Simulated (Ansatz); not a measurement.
# C₂H₄FNSi: up Jacob's ladder to CCSD(T)

An exercise on one series of results from a longer session: the logs are not shown, and one member is left open.

Program: Ansatz 0.2.0, Gaussian basis. Level of theory: functionals in def2-TZVPP, the program's frozen cores in correlated methods. These are calculated values, not measurements.

Plan: LDA (SPW92), PBE-D4, revPBE-D4, BLYP-D4, r2SCAN-D4, B97M-V, PBE0-D4, B3LYP-D4, r2SCANh-D4, r2SCAN0-D4, HSE06-D4, BHLYP-D4, CAM-B3LYP-D4, LC-ωPBE, ωB97X-V, ωB97M-V, B2PLYP, PBE-QIDH; CCSD(T)/def2-SVP; CCSD(T)/def2-TZVPP; MP2/def2-QZVPP; extrapolation to the limit; RPA on PBE.

## The relaxed structure

All runs share one geometry, relaxed beforehand with PBE0-D4 in a triple-zeta def2 set.

SMILES `F[SiH]1C=NC1`, 9 atoms, charge 0, spin multiplicity 1.

Atoms are counted from 1 here; the program's logs count them from 0.

Bond lengths: F1–Si2 1.597 Å, Si2–C3 1.859 Å, Si2–C5 1.878 Å, Si2–H6 1.486 Å, C3–N4 1.285 Å, C3–H7 1.088 Å, N4–C5 1.491 Å, C5–H8 1.092 Å, C5–H9 1.091 Å. Angles: F1–Si2–C3 122.0°, F1–Si2–C5 120.8°, F1–Si2–H6 106.3°, C3–Si2–C5 72.7°, C3–Si2–H6 115.3°, C5–Si2–H6 117.4°, Si2–C3–N4 93.8°, Si2–C3–H7 144.7°, N4–C3–H7 120.8°, C3–N4–C5 105.7°, Si2–C5–N4 86.7°, Si2–C5–H8 116.8°, Si2–C5–H9 121.2°, N4–C5–H8 109.7°, N4–C5–H9 111.9°, H8–C5–H9 108.4°.

The first run:

File in.yaml:

```yaml
crystal:
  periodic: [false, false, false]
  atoms:
    - {symbol: F, position_ang: [-1.739615, -0.294883, 1.548533]}
    - {symbol: Si, position_ang: [-0.593369, 0.386475, 0.669338]}
    - {symbol: C, position_ang: [1.148787, -0.262306, 0.648592]}
    - {symbol: N, position_ang: [1.163399, -0.429160, -0.625468]}
    - {symbol: C, position_ang: [-0.240735, -0.208707, -1.077079]}
    - {symbol: H, position_ang: [-0.722104, 1.852327, 0.878967]}
    - {symbol: H, position_ang: [2.051798, -0.402824, 1.239335]}
    - {symbol: H, position_ang: [-0.686251, -1.160591, -1.371918]}
    - {symbol: H, position_ang: [-0.293412, 0.473469, -1.927502]}
basis:
  gaussian: {orbitals: def2-TZVPP}
hamiltonian: {xc: lda}
output: {orbitals: {seedname: orbitals}}
```

The run is started by

```bash
$ ansatz run in.yaml --threads 2 --pin off --events-out ev --progress --plain --max-ram 4352MiB
```

Steps of the session up to this table: LDA; PBE-D4 (GGA); revPBE-D4 (GGA); BLYP-D4 (GGA); r2SCAN-D4 (meta-GGA); B97M-V (meta-GGA); B3LYP-D4 (hybrid); r2SCANh-D4 (hybrid); r2SCAN0-D4 (hybrid); HSE06-D4 (hybrid); BHLYP-D4 (hybrid); CAM-B3LYP-D4 (range-separated); LC-ωPBE (range-separated); ωB97X-V (range-separated); ωB97M-V (range-separated); B2PLYP (double hybrid); PBE-QIDH (double hybrid).

One of the session's tables, all rows but one given; the rest of the session is left out.

It belongs to the step «Orbital energies across the functionals». 

| functional | HOMO (eV) | gap (eV) |
| --- | --- | --- |
| LDA (SPW92) | -5.93 | 3.37 |
| PBE-D4 | -5.80 | 3.49 |
| revPBE-D4 | -5.75 | 3.53 |
| BLYP-D4 | -5.69 | 3.54 |
| r2SCAN-D4 | -6.04 | 3.93 |
| B97M-V | -6.19 | 4.14 |
| PBE0-D4 | -7.17 | 5.96 |
| B3LYP-D4 | -6.95 | 5.51 |
| r2SCANh-D4 | -6.56 | 4.86 |
| r2SCAN0-D4 | -7.34 | 6.24 |
| HSE06-D4 | -6.77 | 5.17 |
| BHLYP-D4 | -8.48 | 8.47 |
| CAM-B3LYP-D4 | ? | ? |
| LC-ωPBE | -9.88 | 11.09 |
| ωB97X-V | -9.54 | 10.66 |
| ωB97M-V | -9.45 | 10.44 |

Estimate the missing values for CAM-B3LYP-D4.

The run gave: HOMO (eV): -8.56; gap (eV): 8.56. In the column «HOMO (eV)» it lies between ωB97M-V (-9.45) and BHLYP-D4 (-8.48).
